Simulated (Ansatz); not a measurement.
NbTe under changes of volume

One of the cells (21.934 Å³/atom); the others are scaled copies at fixed shape and fractional positions:

```
CELL_PARAMETERS angstrom
3.70297 0.00000 0.00000
-1.85149 3.20687 0.00000
0.00000 0.00000 3.69421
ATOMIC_POSITIONS crystal
Te 0.66667 0.33333 0.00000
Nb 0.00000 0.00000 0.50000
```

The cell comes from a database or a generator and needn't be the stable form of this composition.

| Quantity | Value |
| --- | --- |
| Program | Ansatz 0.2.0 |
| Functional | PBE |
| Potentials or basis | Ansatz PAW |
| Cutoff | 420 eV (not typed: the program's choice for these potentials) |
| k mesh | 8 × 8 × 7 |
| Occupations | fermi-dirac, width 0.05 eV |
| Spin | no spin polarisation |

| volume (Å³/atom) | energy over the lowest point (meV/atom) | pressure (GPa) |
| --- | --- | --- |
| 20.618 | ? | ? |
| 21.057 | 10.50 | 4.7 |
| 21.496 | 1.60 | 1.9 |
| 21.934 | 0.00 | -0.6 |
| 22.373 | 4.92 | -2.9 |
| 22.812 | 15.64 | -4.9 |
| 23.250 | 31.56 | -6.7 |

Problem. What does the run at 20.618 Å³/atom give?

Solution. Energy over the lowest point 27.57 meV/atom; pressure 7.9 GPa.

Worked out: A Birch-Murnaghan fit of order 3 (a polynomial in V^(-2/3)) to the other rows has its minimum at 21.82 Å³/atom with B0 = V·E''(V) = 122 GPa and B' = 4.6 at fixed shape and positions, which overstates the stiffness. It gives 27.57 meV/atom at 20.618 Å³/atom, against the run's 27.57, and -dE/dV = 7.8 GPa, against 7.9.

Energies are extrapolated to zero smearing.
